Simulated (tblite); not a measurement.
# C4H6BCl2N: the cost of one run

The runs use tblite 0.8.0 and PySCF 2.14.0, with density-fitted response routines of our own; the level of theory stands in each step. All values are computed, except where a source is named. Atoms count from 0, in the outputs and in this text.

### 1 The molecule as given

14 atoms, charge 0, multiplicity 1; geometry from: force field or distance geometry start.

Bonds of the start (Å): C0–B1 1.60, B1–C2 1.56, C2–C3 1.55, C3–Cl4 1.77, C3–Cl5 1.79, C3–C6 1.51, C6–N7 1.29, N7–B1 1.50, C0–H8 1.11, C0–H9 1.10, C0–H10 1.11, C2–H11 1.11, C2–H12 1.11, C6–H13 1.08.

### 2 Geometry optimisation with GFN2-xTB

Job settings and geometry (Å):

```
{"job": {"kind": "relax", "xc": "GFN2-xTB", "basis": "xTB"}, "charge": 0, "multiplicity": 1}
C      2.251200    -0.030000     0.292300
B      0.678700    -0.315700     0.245800
C     -0.223200     0.017400    -0.978300
C     -1.628600     0.065300    -0.334500
Cl    -2.459800     1.603000    -0.638100
Cl    -2.655300    -1.290500    -0.898600
C     -1.376900    -0.089000     1.146900
N     -0.151200    -0.276500     1.489900
H      2.697000    -0.518000     1.183800
H      2.713800    -0.430200    -0.620700
H      2.409000     1.066200     0.345900
H     -0.144900    -0.767200    -1.760100
H      0.053300     1.011000    -1.386700
H     -2.163700    -0.046100     1.890200
```

Started as:

```sh
OMP_NUM_THREADS=1 python probes_run.py task.json out
```

The driver reads the jobs from task.json and runs them one after another.

Q: Estimate the wall time and peak memory of this first job on 1 thread of Arm Neoverse N1, shared host.

About 1.1 s, with a peak of 0.18 GiB.
